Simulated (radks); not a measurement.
# Excited configurations of Os

One table from this session's results is given with a row withheld; the runs are named, their logs left out.

Method: scalar-relativistic Kohn-Sham, PBE, spin-polarised, spherical densities, finite nucleus; open shells are filled with parallel spins first. Code: radks (a radial shooting solver on a logarithmic mesh, Libxc functionals) version 1.

### Starting point

| Item | Value |
| --- | --- |
| element | osmium (Z = 76) |
| charge | 0 |
| electrons | 76 |
| configuration | [Xe] 4f14 5d6 6s2 |
| nuclear rms radius | 5.4126 fm |

Outer shells as boxes (Hund's rule):

Os
```
[Xe] core
4f [↑↓][↑↓][↑↓][↑↓][↑↓][↑↓][↑↓]
5d [↑↓][↑ ][↑ ][↑ ][↑ ]
6s [↑↓]
```

Set-up of the first run:

Input:

```text
Z 76
configuration [Xe] 4f14 5d6 6s2
relativity scalar-relativistic
functional pbe,pbe
spin polarised
nucleus finite rms 5.4126 fm
c 137.035999084
```

Among the steps run: Ground configuration: [Xe] 4f14 5d6 6s2.

One of the session's tables, all rows but one given; the rest of the session is left out.

It belongs to the step «Ground configuration: [Xe] 4f14 5d6 6s2». From the orbitals of this run (lengths in bohr):

```
  level     <r>  outermost maximum (interpolated)  90 % within  nodes
  4f up  0.5579                             0.406        0.912      0
  5p up   1.173                              1.03         1.71      3
4f down  0.5552                             0.406        0.905      0
5p down       ?                                 ?            ?      ?
  5d up   1.789                              1.36         2.82      2
  6s up   2.914                              2.44         4.34      5
6s down   3.103                              2.54         4.67      5
5d down   1.875                              1.35         3.04      2
```

**Question.** Estimate the row for 5p down.

The run gave: <r>: 1.166; outermost maximum (interpolated): 1.03; 90 % within: 1.70; nodes: 3. In the column «<r>» it lies between 4f up (0.5579) and 5p up (1.173).

Caveats from the session: Open shells are spherical and high-spin; term and fine-structure splittings are not resolved.
